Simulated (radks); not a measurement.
**Excited configurations of Pd³⁺**

The task here is to estimate one member of a computed series from the others.

Method: Dirac Kohn-Sham, PBE, spin-unpolarised, spherical densities, finite nucleus; open shells are shared between the two j in proportion to 2j + 1. Code: radks (a radial shooting solver on a logarithmic mesh, Libxc functionals) version 1.

### The system

| Quantity | Value |
| --- | --- |
| element | palladium (Z = 46) |
| charge | +3 |
| electrons | 43 |
| configuration | [Kr] 4d7 |
| nuclear rms radius | 4.5318 fm |

The outer shells:

Pd³⁺
```
[Kr] core
4d [↑↓][↑↓][↑ ][↑ ][↑ ]
```

Set-up of the first run:

The run's settings:

```text
Z 46
configuration [Kr] 4d7
relativity Dirac
functional pbe,pbe
spin unpolarised
j_filling average
nucleus finite rms 4.5318 fm
c 137.035999084
```

Steps of the session up to this table: Ground configuration: [Kr] 4d7.

One of the session's tables, all rows but one given; the rest of the session is left out.

It belongs to the step «Ground configuration: [Kr] 4d7». From the orbitals of this run (lengths in bohr):

| level | <r> | outermost maximum (interpolated) | 90 % within | nodes |
| --- | --- | --- | --- | --- |
| 3p3/2 | 0.3820 | 0.338 | 0.575 | 1 |
| 3d3/2 | 0.3555 | 0.281 | 0.564 | 0 |
| 3d5/2 | 0.3590 | 0.284 | 0.569 | 0 |
| 4s1/2 | 0.9380 | 0.850 | 1.36 | 3 |
| 4p1/2 | ? | ? | ? | ? |
| 4p3/2 | 1.033 | 0.914 | 1.52 | 2 |
| 4d3/2 | 1.298 | 1.05 | 2.01 | 1 |
| 4d5/2 | 1.311 | 1.06 | 2.03 | 1 |

Estimate the missing values for 4p1/2.

As computed: <r>: 1.004; outermost maximum (interpolated): 0.889; 90 % within: 1.48; nodes: 2. In the column «<r>» it lies between 4s1/2 (0.9380) and 4p3/2 (1.033).

Limits of these values: Spin polarisation and multiplet splitting are left out, so open shells lie too high by an amount that depends on their filling.
